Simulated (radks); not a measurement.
# Tb⁺ with its nuclear charge varied continuously

An exercise on one series of results from a longer session: the logs are not shown, and one member is left open.

Method: Dirac Kohn-Sham, PBE, spin-unpolarised, spherical densities, point nucleus; open shells fill j = l - 1/2 first. Code: radks (a radial shooting solver on a logarithmic mesh, Libxc functionals) version 1.

**What is computed**

* element: terbium (Z = 65)
* charge: +1
* electrons: 64
* configuration: [Xe] 4f9 6s1

The first run:

Settings of this run:

```text
Z 65
configuration [Xe] 4f9 6s1
relativity Dirac
functional pbe,pbe
spin unpolarised
j_filling energy
nucleus point
c 137.035999084
```

Steps of the session up to this table: Z = 65.

One table of the session follows, with a row left open; its other results are not shown here.

It belongs to the step «Z = 65». Sizes of the orbitals, from the radial functions (bohr):

```
level     <r>  outermost maximum (interpolated)  90 % within  nodes
4d3/2  0.6178                             0.542        0.929      1
4d5/2  0.6286                             0.551        0.946      1
5s1/2   1.328                              1.18         1.92      4
5p1/2   1.500                              1.29         2.21      3
5p3/2   1.603                              1.38         2.36      3
4f5/2  0.8950                             0.553         1.57      0
4f7/2       ?                                 ?            ?      ?
6s1/2   3.766                              3.29         5.48      5
```

Q: Estimate the row for 4f7/2 from the others.

**Answer.** <r>: 0.9151; outermost maximum (interpolated): 0.559; 90 % within: 1.62; nodes: 0. In the column «<r>» it lies between 4f5/2 (0.8950) and 5s1/2 (1.328).
